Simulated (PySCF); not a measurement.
# [SmCl2]+: other functionals and bases at one geometry

Aim: see how levels, charges and forces of [SmCl2]+ depend on the level of theory. The species was built from a template and needn't be a known compound.

Computed with PySCF 2.14.0. Level: several levels, as the steps say, no spin–orbit coupling.

1 further run of the same task is left out (for a known fault of the program).

## (1) Starting geometry

3 atoms, charge 1, spin multiplicity 1.

Bond lengths: Sm1–Cl2 2.420 Å, Sm1–Cl3 2.420 Å. Angles: Cl2–Sm1–Cl3 109.2°.

Geometry (Å):

| atom | x (Å) | y (Å) | z (Å) |
| --- | --- | --- | --- |
| Sm1 | 0.00000 | 0.00000 | -0.55329 |
| Cl2 | 1.97255 | 0.00000 | 0.84886 |
| Cl3 | -1.97255 | 0.00000 | 0.84886 |

Formal oxidation states: Sm +3. Each metal's 5 4f electrons lie in its core potential, so multiplicities, spins and levels count the valence alone. An earlier session relaxed this geometry at PBE0, Sm lcecp-1-SVP with ECP51, Cl def2-SVP (singlet, point group C2v).

At PBE0 on the finer grid: E = -954.422154 Eh, HOMO -13.68 eV, LUMO -7.89 eV, Mulliken charge on Sm1 +1.31 e, largest force component 0.004 eV/Å. 

Levels to run: BLYP; HF; PBE0, TZVP. Hardware: 2 threads of Arm Neoverse V1, shared host.

## (2) BLYP

File run.py (the lines that set the calculation):

```python
mol = gto.M(atom='''
Sm     0.00000     0.00000    -0.55329
Cl     1.97255     0.00000     0.84886
Cl    -1.97255     0.00000     0.84886''',
    basis={'Sm': 'lcecp-1-SVP', 'Cl': 'def2-SVP'},
    ecp={'Sm': 'lcecp-1-SVP'},
    charge=1, spin=0)
mf = dft.RKS(mol, xc='BLYP')
mf.grids.atom_grid = (75, 302)  # f atoms: unpruned, at least (60, 302)
mf = mf.density_fit()  # fitting sets: Sm AutoAux, Cl def2-universal-JKFIT
mf.conv_tol = 1e-08; mf.max_cycle = 55
mf.kernel(dm0)  # dm0: the density of the relaxed state
```

Command:

```sh
$ OMP_NUM_THREADS=2 python run.py
```

## (3) HF

run.py (the lines that set the calculation): that of step 2 with these lines changed.

```diff
@@ -7,4 +7,3 @@
     charge=1, spin=0)
-mf = dft.RKS(mol, xc='BLYP')
-mf.grids.atom_grid = (75, 302)  # f atoms: unpruned, at least (60, 302)
+mf = scf.RHF(mol)
 mf = mf.density_fit()  # fitting sets: Sm AutoAux, Cl def2-universal-JKFIT
```

## (4) PBE0, TZVP

Basis: Sm lcecp-1-TZVP with ECP51, Cl def2-TZVP. 

File run.py (the lines that set the calculation):

```python
mol = gto.M(atom='''
Sm     0.00000     0.00000    -0.55329
Cl     1.97255     0.00000     0.84886
Cl    -1.97255     0.00000     0.84886''',
    basis={'Sm': 'lcecp-1-TZVP', 'Cl': 'def2-TZVP'},
    ecp={'Sm': 'lcecp-1-TZVP'},
    charge=1, spin=0)
mf = dft.RKS(mol, xc='PBE0')
mf.grids.atom_grid = (75, 302)  # f atoms: unpruned, at least (60, 302)
mf = mf.density_fit()  # fitting sets: Sm AutoAux, Cl def2-universal-JKFIT
mf.conv_tol = 1e-08; mf.max_cycle = 55
mf.kernel(dm0)  # dm0: free metal ions and neutral atoms
```

**Question.** What will these runs give? Wanted: for each run, HOMO; gap; charge on Sm1; dipole; largest force.

The runs gave:

| level | state | HOMO (eV) | gap (eV) | charge on Sm1 (e) | dipole (D) | largest force (eV/Å) | basis functions | time |
| --- | --- | --- | --- | --- | --- | --- | --- | --- |
| PBE0 (relaxed here) | singlet | -13.68 | 5.79 | 1.31 | 6.73 | 0.00 | 69 | 4.8 s |
| BLYP | singlet | -12.15 | 3.53 | 1.16 | 6.07 | 0.61 | 69 | 2.4 s |
| HF | singlet | -16.64 | 11.09 | 1.59 | 8.09 | 0.62 | 69 | 1.4 s |
| PBE0, TZVP | singlet | -13.61 | 5.85 | 1.59 | 6.62 | 0.22 | 121 | 6.8 s |

Times are on 2 threads of Arm Neoverse V1, shared host; the first row also made further properties. The dipole of a charged species depends on the origin, so these sizes hold for this origin alone.

In one basis the HOMO–LUMO gap runs from 3.53 eV (BLYP) to 11.09 eV (HF). The largest leftover force, 0.62 eV/Å with HF, stands at a geometry relaxed at another level. The Mulliken charge on Sm spans +1.16 to +1.59 e over the levels. With 4f in the core, its levels are missing from HOMO and gap. Total energies of different levels can't be compared. Spin–orbit coupling is left out throughout.
